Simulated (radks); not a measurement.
# As¹⁰⁺ in [Ar] 3d5: an all-electron calculation

The task here is to estimate one member of a computed series from the others.

Program: radks (a radial shooting solver on a logarithmic mesh, Libxc functionals) version 1. Level of theory: Dirac Kohn-Sham, PBE, spin-unpolarised, spherical densities, finite nucleus; open shells fill j = l - 1/2 first. These are calculated values, not measurements, unless marked.

### What is computed

- element: arsenic (Z = 33)
- charge: +10
- electrons: 23
- configuration: [Ar] 3d5
- nuclear rms radius: 4.0968 fm

Set-up of the first run:

Settings of this run:

```text
Z 33
configuration [Ar] 3d5
relativity Dirac
functional pbe,pbe
spin unpolarised
j_filling energy
nucleus finite rms 4.0968 fm
c 137.035999084
```

One table of the session follows, with a row left open; its other results are not shown here.

It belongs to the step «Orbitals and density». Sizes of the orbitals, from the radial functions (bohr):

| level | <r> | outermost maximum (interpolated) | 90 % within | nodes |
| --- | --- | --- | --- | --- |
| 1s1/2 | ? | ? | ? | ? |
| 2s1/2 | 0.2022 | 0.170 | 0.313 | 1 |
| 2p1/2 | 0.1744 | 0.134 | 0.285 | 0 |
| 2p3/2 | 0.1781 | 0.137 | 0.290 | 0 |
| 3s1/2 | 0.5657 | 0.508 | 0.834 | 2 |
| 3p1/2 | 0.5645 | 0.497 | 0.851 | 1 |
| 3p3/2 | 0.5724 | 0.505 | 0.862 | 1 |
| 3d3/2 | 0.5527 | 0.437 | 0.877 | 0 |
| 3d5/2 | 0.5551 | 0.439 | 0.881 | 0 |

**Question.** Estimate the row for 1s1/2.

The run gave: <r>: 0.04550; outermost maximum (interpolated): 0.0297; 90 % within: 0.0813; nodes: 0. In the column «<r>» it is the lowest.

Caveats from the session: Spin polarisation and multiplet splitting are left out.
